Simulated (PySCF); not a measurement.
# C₈H₁₂: a tour of settings

Aim: see how C₈H₁₂ (`C=C[C@@H]1CC12CCC2`) answers to the choice of functional, basis, grid and SCF options.

The runs use PySCF 2.14.0, with density-fitted response routines of our own; the level of theory stands in each step. All values are computed, except where a source is named. Atoms count from 0, in the outputs and in this text.

## Step 1: Starting geometry

20 atoms, charge 0, multiplicity 1; geometry from: GFN2-xTB.

Bonds of the start (Å): C0–C1 1.32, C1–C2 1.47, C2–C3 1.51, C3–C4 1.49, C4–C5 1.52, C5–C6 1.54, C6–C7 1.54, C4–C2 1.51, C7–C4 1.52, C0–H8 1.08, C0–H9 1.08, C1–H10 1.08, C2–H11 1.08, C3–H12 1.08, C3–H13 1.08, C5–H14 1.09, C5–H15 1.09, C6–H16 1.09, C6–H17 1.09, C7–H18 1.09, C7–H19 1.09.

## Step 2: Ultraviolet spectrum: PBE0/def2-SVPD

What the job is given:

```
{"job": {"kind": "uv", "xc": "PBE0", "basis": "def2-SVPD", "nstates": 6, "ntriplets": 0, "tda": false, "scf": {"conv": 1e-15, "guess": "1e", "max_cycle": 99}}, "charge": 0, "multiplicity": 1}
C      3.026185    -0.509089     0.667503
C      2.008135    -0.250788    -0.137207
C      0.702740    -0.915959    -0.058117
C     -0.085852    -1.163216    -1.326718
C     -0.557929    -0.143680    -0.350977
C     -0.692068     1.353911    -0.576590
C     -2.014085     1.323953     0.212090
C     -1.842173    -0.185586     0.460137
H      3.968597     0.002797     0.577127
H      2.955876    -1.248738     1.448216
H      2.104207     0.495484    -0.915338
H      0.631393    -1.674235     0.713777
H      0.345118    -0.819664    -2.255906
H     -0.630237    -2.092093    -1.412036
H      0.093566     1.949770    -0.113615
H     -0.789363     1.649143    -1.621021
H     -2.011109     1.930311     1.114832
H     -2.889757     1.578249    -0.380629
H     -1.702487    -0.457490     1.505619
H     -2.625904    -0.812403     0.036122
```

With the program's defaults for keys left out, this is: TDDFT PBE0/def2-SVPD, vertical, gas phase, core orbitals frozen in the response.

On the command line:

```bash
$ OMP_NUM_THREADS=1 python probes_run.py task.json out
```

The driver reads the jobs from task.json and runs them one after another.

Standard output (excerpt; [...] marks lines left out):

```text
final grid: 154128 points
cycle   1  E = -129.4049376586  dE =  8.253e+01  |g| = 1.564e+01  |ddm| = 1.254e+03
cycle   2  E = -156.8907049176  dE = -2.749e+01  |g| = 1.689e+01  |ddm| = 1.312e+03
cycle   3  E = -282.2445938223  dE = -1.254e+02  |g| = 8.285e+00  |ddm| = 3.556e+02
cycle   4  E = -292.0985096250  dE = -9.854e+00  |g| = 6.104e+00  |ddm| = 9.290e+01
cycle   5  E = -281.0956656490  dE =  1.100e+01  |g| = 7.243e+00  |ddm| = 8.026e+01
cycle   6  E = -310.6566653636  dE = -2.956e+01  |g| = 1.551e+00  |ddm| = 6.917e+01
cycle   7  E = -311.2800929950  dE = -6.234e-01  |g| = 7.095e-01  |ddm| = 7.464e+00
cycle   8  E = -311.3905684083  dE = -1.105e-01  |g| = 2.686e-01  |ddm| = 2.229e+00
cycle   9  E = -311.4077604669  dE = -1.719e-02  |g| = 1.149e-01  |ddm| = 1.003e+00
cycle  10  E = -311.4109599299  dE = -3.199e-03  |g| = 4.463e-02  |ddm| = 3.764e-01
[... 18 cycles left out ...]
cycle  29  E = -311.4114970818  dE =  1.251e-12  |g| = 8.801e-09  |ddm| = 2.754e-08
cycle  30  E = -311.4114970818  dE = -1.023e-12  |g| = 8.585e-09  |ddm| = 1.885e-08
cycle  31  E = -311.4114970818  dE =  2.274e-13  |g| = 4.433e-09  |ddm| = 1.547e-08
cycle  32  E = -311.4114970818  dE = -4.547e-13  |g| = 3.492e-09  |ddm| = 5.485e-09
cycle  33  E = -311.4114970818  dE =  6.821e-13  |g| = 2.273e-09  |ddm| = 4.929e-09
cycle  34  E = -311.4114970818  dE = -3.411e-13  |g| = 2.069e-09  |ddm| = 2.911e-09
cycle  35  E = -311.4114970818  dE = -1.251e-12  |g| = 2.065e-09  |ddm| = 1.670e-09
cycle  36  E = -311.4114970818  dE =  5.684e-13  |g| = 1.958e-09  |ddm| = 1.555e-09
cycle  37  E = -311.4114970818  dE =  1.137e-13  |g| = 2.447e-09  |ddm| = 4.189e-09
cycle  38  E = -311.4114970818  dE =  0.000e+00  |g| = 2.488e-09  |ddm| = 4.397e-09
converged SCF energy = -311.4114970818

Static polarisability (au): isotropic 92.426, principal 80.083 82.477 114.719

Singlet excitations
state   eV       nm        f      main configurations
  1   6.4824    191.3   0.44920   H->L 0.92
  2   6.6294    187.0   0.03184   H->L+1 0.86
  3   6.9149    179.3   0.00420   H->L+3 0.51, H->L+2 0.38
  4   6.9852    177.5   0.02087   H-1->L 0.89
  5   7.0555    175.7   0.00299   H->L+2 0.46, H->L+3 0.30, H->L+1 0.11
  6   7.1716    172.9   0.00373   H->L+4 0.85
```

Wall time 85 s (1 thread of Arm Neoverse V2, shared host); peak memory 0.97 GiB.

Despite a poor start guess and a needlessly tight threshold, the SCF converged in 38 cycles.

The orbitals next to the gap, with their largest atomic shares:

```csv
orbital,eV,atoms
HOMO−3,-8.75,"C1 19 %, C2 15 %, C6 12 %"
HOMO−2,-8.67,"C5 23 %, C7 21 %, C4 17 %"
HOMO−1,-7.75,"C3 26 %, C4 22 %, C2 8 %"
HOMO,-6.72,"C0 28 %, C1 20 %, C2 15 %"
LUMO,0.35,"C0 32 %, C1 30 %, H9 6 %"
LUMO+1,0.90,"C6 13 %, C7 11 %, C5 10 %"
LUMO+2,1.29,"H11 16 %, C2 9 %, H13 9 %"
```

With each of the 6 states as a Gaussian band of 0.4 eV half-width at 1/e, the curve within the window shown has maxima at 191 nm (ε 20,000) L/(mol cm). Beyond the last state computed it falls off for lack of states. The curve at chosen wavelengths:

nm, ε (L/mol/cm) and a bar:
```
      166        400 
      168        687 
      170       1124 #
      171       1420 ##
      173       2223 ###
      175       3394 #####
      177       5034 #######
      178       6046 #########
      180       8435 #############
      182      11184 #################
      184      14024 #####################
      185      15365 #######################
      187      17650 ###########################
      189      19129 #############################
      191      19590 ##############################
      192      19421 ##############################
      194      18345 ############################
      196      16472 #########################
      198      14096 #####################
      199      12817 ###################
      201      10255 ###############
      203       7871 ############
      205       5809 ########
      206       4921 #######
      208       3440 #####
      210       2325 ###
```

Further results of this job:

```csv
property,computed
dipole moment (D),0.71
polarisability (Å³),13.70
HOMO–LUMO gap (eV),7.07
−ε(HOMO) (eV),6.72
```

## Step 3: TDDFT and polarisability: B97-D/6-31++G** in chloroform

Settings changed since step 2:

```diff
@@ -1,2 +1,2 @@
-{"job": {"kind": "uv", "xc": "PBE0", "basis": "def2-SVPD", "nstates": 6, "ntriplets": 0, "tda": false, "scf": {"conv": 1e-15, "guess": "1e", "max_cycle": 99}}, "charge": 0, "multiplicity": 1}
+{"job": {"kind": "uv", "xc": "B97-D", "basis": "6-31++G**", "solvent": "chloroform", "nstates": 3, "ntriplets": 0, "tda": false}, "charge": 0, "multiplicity": 1}
 C      3.026185    -0.509089     0.667503
```

Method: TDDFT B97-D/6-31++G**, vertical, IEF-PCM chloroform (non-equilibrium linear response), core orbitals frozen in the response.

Standard output:

```text
coarse grid: 16128 points
cycle   1  E = -311.7435398220  dE =  8.398e-01  |g| = 5.922e-01  |ddm| = 9.419e+00
cycle   2  E = -311.6398086949  dE =  1.037e-01  |g| = 8.512e-01  |ddm| = 2.205e+01
cycle   3  E = -311.8488092257  dE = -2.090e-01  |g| = 8.894e-02  |ddm| = 1.501e+01
cycle   4  E = -311.8502554696  dE = -1.446e-03  |g| = 4.669e-02  |ddm| = 9.645e-01
cycle   5  E = -311.8507921713  dE = -5.367e-04  |g| = 1.316e-02  |ddm| = 2.432e-01
cycle   6  E = -311.8508289780  dE = -3.681e-05  |g| = 6.540e-03  |ddm| = 1.263e-01
cycle   7  E = -311.8508404130  dE = -1.144e-05  |g| = 6.631e-04  |ddm| = 4.599e-02
cycle   8  E = -311.8508405003  dE = -8.724e-08  |g| = 3.051e-04  |ddm| = 9.660e-03
final grid: 154128 points
cycle   9  E = -311.7593406950  dE = -9.923e-05  |g| = 3.960e-03  |ddm| = 6.983e-01
cycle  10  E = -311.7593326702  dE =  8.025e-06  |g| = 6.653e-03  |ddm| = 1.424e-01
cycle  11  E = -311.7593446636  dE = -1.199e-05  |g| = 1.089e-03  |ddm| = 7.737e-02
cycle  12  E = -311.7593449798  dE = -3.162e-07  |g| = 2.230e-04  |ddm| = 3.432e-03
cycle  13  E = -311.7593449887  dE = -8.887e-09  |g| = 1.340e-04  |ddm| = 2.289e-03
cycle  14  E = -311.7593449933  dE = -4.642e-09  |g| = 1.571e-05  |ddm| = 1.178e-03
cycle  15  E = -311.7593449934  dE = -5.298e-11  |g| = 6.536e-06  |ddm| = 1.392e-04
converged SCF energy = -311.7593449934

Static polarisability (au): isotropic 118.741, principal 103.648 105.810 146.765

Singlet excitations
state   eV       nm        f      main configurations
  1   5.2329    236.9   0.04695   H->L+1 0.93
  2   5.4945    225.7   0.20589   H->L 0.45, H->L+2 0.37
  3   5.6008    221.4   0.08286   H->L+2 0.44, H->L+3 0.30, H->L 0.14
```

Run time: 23 s. Hardware: 1 thread of Arm Neoverse V2, shared host; peak memory 0.94 GiB.

In short: HOMO -5.46 eV, LUMO -0.53 eV; lowest singlet 5.23 eV.

## Step 4: Ultraviolet spectrum: KT3/6-31G*

Settings changed since step 3:

```diff
@@ -1,2 +1,2 @@
-{"job": {"kind": "uv", "xc": "B97-D", "basis": "6-31++G**", "solvent": "chloroform", "nstates": 3, "ntriplets": 0, "tda": false}, "charge": 0, "multiplicity": 1}
+{"job": {"kind": "uv", "xc": "KT3", "basis": "6-31G*", "nstates": 6, "ntriplets": 0, "tda": true}, "charge": 0, "multiplicity": 1}
 C      3.026185    -0.509089     0.667503
```

Method: TDA KT3/6-31G*, vertical, gas phase, core orbitals frozen in the response.

Standard output:

```text
coarse grid: 16128 points
cycle   1  E = -317.1780964990  dE =  8.926e-01  |g| = 5.969e-01  |ddm| = 4.066e+00
cycle   2  E = -317.0959401646  dE =  8.216e-02  |g| = 8.127e-01  |ddm| = 1.973e+00
cycle   3  E = -317.2840542188  dE = -1.881e-01  |g| = 9.830e-02  |ddm| = 1.213e+00
cycle   4  E = -317.2860736429  dE = -2.019e-03  |g| = 4.281e-02  |ddm| = 1.515e-01
cycle   5  E = -317.2865177519  dE = -4.441e-04  |g| = 1.634e-02  |ddm| = 5.521e-02
cycle   6  E = -317.2865865775  dE = -6.883e-05  |g| = 4.679e-03  |ddm| = 2.006e-02
cycle   7  E = -317.2865922661  dE = -5.689e-06  |g| = 8.857e-04  |ddm| = 5.711e-03
final grid: 154128 points
cycle   8  E = -317.1440396628  dE = -1.407e-04  |g| = 2.009e-03  |ddm| = 4.948e-02
cycle   9  E = -317.1440380452  dE =  1.618e-06  |g| = 3.210e-03  |ddm| = 5.583e-03
cycle  10  E = -317.1440406252  dE = -2.580e-06  |g| = 3.762e-04  |ddm| = 3.701e-03
cycle  11  E = -317.1440406455  dE = -2.023e-08  |g| = 2.623e-04  |ddm| = 6.891e-04
cycle  12  E = -317.1440406638  dE = -1.838e-08  |g| = 6.890e-05  |ddm| = 3.238e-04
cycle  13  E = -317.1440406651  dE = -1.265e-09  |g| = 1.662e-05  |ddm| = 8.388e-05
cycle  14  E = -317.1440406652  dE = -7.049e-11  |g| = 2.432e-06  |ddm| = 1.768e-05
converged SCF energy = -317.1440406652

Static polarisability (au): isotropic 80.549, principal 66.278 70.852 104.516

Singlet excitations
state   eV       nm        f      main configurations
  1   6.3467    195.4   0.06606   H-1->L 0.85, H->L 0.11
  2   6.5113    190.4   0.35000   H->L 0.59, H-1->L 0.13, H-3->L 0.12
  3   7.1467    173.5   0.00049   H-2->L 0.51, H-3->L 0.49
  4   7.2424    171.2   0.00989   H->L+1 0.87
  5   7.4291    166.9   0.00522   H->L+2 0.64, H->L+3 0.34
  6   7.4471    166.5   0.00323   H->L+3 0.62, H->L+2 0.35
```

Wall time 21 s (1 thread of Arm Neoverse V2, shared host); peak memory 0.64 GiB.

This run: HOMO -5.30 eV, LUMO -0.08 eV; lowest singlet 6.35 eV.

## Step 5: Excited states and response: B3LYP/def2-SVPD

Settings changed since step 4:

```diff
@@ -1,2 +1,2 @@
-{"job": {"kind": "uv", "xc": "KT3", "basis": "6-31G*", "nstates": 6, "ntriplets": 0, "tda": true}, "charge": 0, "multiplicity": 1}
+{"job": {"kind": "uv", "xc": "B3LYP", "basis": "def2-SVPD", "nstates": 3, "ntriplets": 0, "tda": false}, "charge": 0, "multiplicity": 1}
 C      3.026185    -0.509089     0.667503
```

With the program's defaults for keys left out, this is: TDDFT B3LYP/def2-SVPD, vertical, gas phase, core orbitals frozen in the response.

Standard output:

```text
coarse grid: 16128 points
cycle   1  E = -311.6570490790  dE =  1.037e+00  |g| = 4.656e-01  |ddm| = 1.313e+01
cycle   2  E = -311.6389491935  dE =  1.810e-02  |g| = 5.428e-01  |ddm| = 3.192e+00
cycle   3  E = -311.7207643548  dE = -8.182e-02  |g| = 5.426e-02  |ddm| = 1.491e+00
cycle   4  E = -311.7211630349  dE = -3.987e-04  |g| = 3.555e-02  |ddm| = 2.756e-01
cycle   5  E = -311.7214705001  dE = -3.075e-04  |g| = 7.088e-03  |ddm| = 1.034e-01
cycle   6  E = -311.7214803379  dE = -9.838e-06  |g| = 3.575e-03  |ddm| = 2.271e-02
cycle   7  E = -311.7214836634  dE = -3.326e-06  |g| = 3.503e-04  |ddm| = 8.527e-03
final grid: 154128 points
cycle   8  E = -311.7888639473  dE = -6.890e-05  |g| = 6.331e-03  |ddm| = 3.961e-01
cycle   9  E = -311.7888586278  dE =  5.319e-06  |g| = 7.753e-03  |ddm| = 3.565e-02
cycle  10  E = -311.7888749133  dE = -1.629e-05  |g| = 9.766e-04  |ddm| = 1.943e-02
cycle  11  E = -311.7888751447  dE = -2.314e-07  |g| = 2.696e-04  |ddm| = 3.196e-03
cycle  12  E = -311.7888751607  dE = -1.602e-08  |g| = 1.065e-04  |ddm| = 7.863e-04
cycle  13  E = -311.7888751634  dE = -2.721e-09  |g| = 2.500e-05  |ddm| = 2.929e-04
cycle  14  E = -311.7888751636  dE = -1.579e-10  |g| = 4.534e-06  |ddm| = 9.596e-05
converged SCF energy = -311.7888751636

Static polarisability (au): isotropic 93.377, principal 80.914 83.328 115.889

Singlet excitations
state   eV       nm        f      main configurations
  1   6.3271    196.0   0.33320   H->L 0.69, H->L+1 0.23
  2   6.3607    194.9   0.11479   H->L+1 0.67, H->L 0.20
  3   6.6589    186.2   0.00607   H->L+3 0.65, H->L+2 0.28
```

It took 34 s on 1 thread of Arm Neoverse V2, shared host; peak memory 1.1 GiB.

In short: HOMO -6.52 eV, LUMO 0.10 eV; lowest singlet 6.33 eV.

## Step 6: TDDFT and polarisability: PBE0/pcseg-1

Settings changed since step 5:

```diff
@@ -1,2 +1,2 @@
-{"job": {"kind": "uv", "xc": "B3LYP", "basis": "def2-SVPD", "nstates": 3, "ntriplets": 0, "tda": false}, "charge": 0, "multiplicity": 1}
+{"job": {"kind": "uv", "xc": "PBE0", "basis": "pcseg-1", "nstates": 12, "ntriplets": 0, "tda": false, "grid": 4}, "charge": 0, "multiplicity": 1}
 C      3.026185    -0.509089     0.667503
```

Level: TDDFT PBE0/pcseg-1, vertical, gas phase, core orbitals frozen in the response.

Standard output:

```text
coarse grid: 16128 points
cycle   1  E = -311.4562416975  dE =  1.192e+00  |g| = 3.797e-01  |ddm| = 4.491e+00
cycle   2  E = -311.4572831437  dE = -1.041e-03  |g| = 3.917e-01  |ddm| = 8.535e-01
cycle   3  E = -311.4989453386  dE = -4.166e-02  |g| = 3.789e-02  |ddm| = 4.473e-01
cycle   4  E = -311.4991205466  dE = -1.752e-04  |g| = 2.608e-02  |ddm| = 6.675e-02
cycle   5  E = -311.4992863643  dE = -1.658e-04  |g| = 4.027e-03  |ddm| = 3.038e-02
cycle   6  E = -311.4992896906  dE = -3.326e-06  |g| = 1.745e-03  |ddm| = 5.305e-03
final grid: 417360 points
cycle   7  E = -311.5508857640  dE = -4.462e-05  |g| = 8.854e-03  |ddm| = 4.067e-02
cycle   8  E = -311.5508793871  dE =  6.377e-06  |g| = 1.028e-02  |ddm| = 1.938e-02
cycle   9  E = -311.5509069805  dE = -2.759e-05  |g| = 1.119e-03  |ddm| = 1.060e-02
cycle  10  E = -311.5509072826  dE = -3.022e-07  |g| = 2.241e-04  |ddm| = 1.324e-03
cycle  11  E = -311.5509072930  dE = -1.037e-08  |g| = 1.069e-04  |ddm| = 3.818e-04
cycle  12  E = -311.5509072958  dE = -2.827e-09  |g| = 2.290e-05  |ddm| = 1.298e-04
cycle  13  E = -311.5509072960  dE = -1.265e-10  |g| = 5.582e-06  |ddm| = 2.904e-05
converged SCF energy = -311.5509072960

Static polarisability (au): isotropic 84.421, principal 71.099 74.295 107.869

Singlet excitations
state   eV       nm        f      main configurations
  1   6.6111    187.5   0.46703   H->L 0.91
  2   7.0696    175.4   0.02806   H-1->L 0.95
  3   7.3251    169.3   0.01452   H->L+1 0.61, H->L+2 0.23, H->L+3 0.14
  4   7.4020    167.5   0.00722   H->L+2 0.51, H->L+4 0.26, H->L+1 0.20
  5   7.6395    162.3   0.00078   H->L+3 0.47, H->L+4 0.28, H->L+1 0.17
  6   7.7709    159.5   0.00821   H->L+3 0.36, H->L+4 0.34, H->L+2 0.20
  7   7.9555    155.8   0.00039   H->L+5 0.79, H-2->L 0.09
  8   7.9823    155.3   0.00034   H-2->L 0.71, H-4->L 0.12, H->L+5 0.09
  9   8.1730    151.7   0.00887   H-1->L+1 0.93
 10   8.3639    148.2   0.06759   H-3->L 0.36, H-1->L+2 0.23, H-4->L 0.17
 11   8.4402    146.9   0.01114   H-1->L+2 0.43, H-1->L+3 0.22, H->L+6 0.11
 12   8.4852    146.1   0.00253   H-1->L+3 0.41, H->L+6 0.39
```

Run time: 39 s. Hardware: 1 thread of Arm Neoverse V2, shared host; peak memory 0.98 GiB.

In short: HOMO -6.72 eV, LUMO 0.42 eV; lowest singlet 6.61 eV.

## Step 7: Run by run: electronic excitations

Excitations and ground-state properties, with basis size and wall time:

```csv
run,lowest singlet (eV),brightest (eV),f,gap (eV),α (Å³),μ (D),functions,time
PBE0/def2-SVPD,6.48,6.48,0.449,7.07,13.70,0.71,256,85 s
B97-D/6-31++G** in chloroform,5.23,5.49,0.206,4.93,17.60,1.01,216,23 s
KT3/6-31G*,6.35,6.51,0.350,5.22,11.94,0.67,136,21 s
B3LYP/def2-SVPD,6.33,6.33,0.333,6.62,13.84,0.71,256,34 s
PBE0/pcseg-1,6.61,6.61,0.467,7.15,12.51,0.68,172,39 s
```

## Step 8: Outcome

| quantity | value |
| --- | --- |
| lowest singlet (PBE0/def2-SVPD) | 6.48 eV (191 nm), f = 0.449 |
| range of the lowest singlet | 5.23 to 6.61 eV |

**Reading.** Single values in the summary come from the first run of each kind that ended normally (PBE0/def2-SVPD), which need not be the best level. The lowest singlet, at 6.48 eV, is HOMO→LUMO 0.92 and is bright. The lowest singlet runs from 5.23 eV (B97-D/6-31++G** in chloroform) to 6.61 eV (PBE0/pcseg-1), while the orbital gap spans 4.93 to 7.15 eV. The lowest state need not be the same one in every run. The runs solved for a few states only, so the brightest column depends on that window.
